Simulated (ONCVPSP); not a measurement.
**Pm: generating and testing an ONCV potential**

Task: generate the file, and judge it by its errors in other configurations, its logarithmic derivatives, its ghosts and its cutoff.

Program: ONCVPSP 4.0.1.1 (patched build). Reference atom: PBEsol, scalar-relativistic, spherical and spin-unpolarised. All values are calculated.

15 further runs of the same task are left out: 9 that didn't finish, 6 set aside as unsound or not needed.

### Step 1. The design

Typed settings, in words:

| Item | Value |
| --- | --- |
| element | promethium (Pm, Z = 61) |
| type | optimised norm-conserving Vanderbilt (ONCV) |
| frozen core | [Kr] 4d10 |
| valence charge | 15 |
| reference configuration | 4f5 5s2 5p6 (charge +2) |
| partial waves | 5s: rc 2.25 bohr, ncon 5, nbas 10, qcut 6.2 1/bohr, 2 projectors, debl 0.4 Ha; 5p: rc 2.50 bohr, ncon 3, nbas 7, qcut 4.4 1/bohr, 2 projectors, debl 1.7 Ha; d scattering state at 0.16 Ha: rc 2.30 bohr, ncon 4, nbas 9, qcut 3.9 1/bohr, 3 projectors, debl 3.9 Ha; 4f: rc 0.90 bohr, ncon 4, nbas 8, qcut 15.4 1/bohr, 1 projector |
| local potential | polynomial inside 0.65 bohr (lpopt 5, dvloc0 4 Ha) |
| core correction | Teter function, fcfact 4.5, rcfact 1.5 |

The nodes and maxima of the atom's own shells, from an earlier all-electron run, set the scale for the radii.

All-electron outer shells of the reference configuration (PBEsol, scalar-relativistic, ld1.x):

```tsv
shell	level (eV)	outermost node (bohr)	outermost maximum (bohr)
5p	-35.79	0.75	1.46
4f	-15.22	–	0.64
5d	-13.54	0.86	2.04
6s	-13.42	1.71	3.28
6p	-9.57	2.01	4.01
```

### Step 2. Generating the potential

Contents of Pm.dat:

```
# ATOM AND REFERENCE CONFIGURATION
# atsym  z   nc   nv     iexc    psfile
  Pm 61.00    9    3  -116133      upf
#
#   n    l    f
    1    0    2.00
    2    0    2.00
    2    1    6.00
    3    0    2.00
    3    1    6.00
    3    2   10.00
    4    0    2.00
    4    1    6.00
    4    2   10.00
    4    3    5.00
    5    0    2.00
    5    1    6.00
#
# PSEUDOPOTENTIAL AND OPTIMIZATION
# lmax
    3
#
#   l,   rc,      ep,       ncon, nbas, qcut
    0    2.25    0.00    5   10    6.20
    1    2.50    0.00    3    7    4.40
    2    2.30    0.16    4    9    3.90
    3    0.90    0.00    4    8   15.40
#
# LOCAL POTENTIAL
# lloc, lpopt,  rc(5),   dvloc0
    4    5    0.65    4.00
#
# VANDERBILT-KLEINMAN-BYLANDER PROJECTORs
# l, nproj, debl
    0    2    0.40
    1    2    1.70
    2    3    3.90
    3    1    1.80
#
# MODEL CORE CHARGE
# icmod, fcfact, rcfact
    3    4.50    1.50
#
# LOG DERIVATIVE ANALYSIS
# epsh1, epsh2, depsh
   -4.00    5.00    0.02
#
# OUTPUT GRID
# rlmax, drl
    6.00    0.01
#
# TEST CONFIGURATIONS
# ncnf
    4
# nvcnf
#   n    l    f
    4
    4    3    5.00
    5    0    2.00
    5    1    6.00
    6    0    2.00
#
    4
    4    3    5.00
    5    0    2.00
    5    1    6.00
    6    0    1.00
#
    3
    4    3    4.00
    5    0    2.00
    5    1    6.00
#
    3
    4    3    3.00
    5    0    2.00
    5    1    6.00
#
```

Command:

```sh
$ oncvpsp.x < Pm.dat > Pm.out
```

**Question.** What will these runs give? Wanted: cutoffs for 1 and 0.1 mHa per electron, occupied waves; bound ghosts; GHOST(+) flags; largest test error; largest phase difference near zero energy, channels read; rms error of d²Exc/dn², without and with the model core; projector energies reset by the program.

**Answer**, as computed:

| quantity | value |
| --- | --- |
| cutoffs for 1 and 0.1 mHa per electron, occupied waves | 124 Ha and 319 Ha |
| bound ghosts | s at -798.81 eV, p at -271.38 eV |
| GHOST(+) flags | s at 86 eV, d at 216 eV |
| largest test error (AE − PS) | -115 meV, for 4f3 5s2 5p6 |
| largest phase difference near zero energy, channels read | 0.002 rad |
| rms error of d²Exc/dn², without and with the model core | 11.57 and 4.65 mHa |
| projector energies reset by the program | s: -2.024, 0.050 Ha; d: 0.050, 3.950, 7.850 Ha |

**Reading.** A bound ghost (s, p) makes it unfit for use: electrons can fall into a state that the atom doesn't have. The worst unpolarised test, 4f3 5s2 5p6, is off by 115 meV on 64.4 eV; by total energies transferability rates as fair for so large an energy. That test lies far up in energy; among those under 40 eV, nearer to bonding, the largest error is 9.2 meV. It counts as very hard, with 124 Ha needed at the looser tolerance. The tighter tolerance needs 319 Ha, and converged work needs a cutoff nearer that. At the looser tolerance the 4f wave is the slowest; 5s needs 13 Ha. Near zero energy the phases of the channels with partial waves agree within 0.002 rad. The program also flags highly localised states, GHOST(+) (s, d).
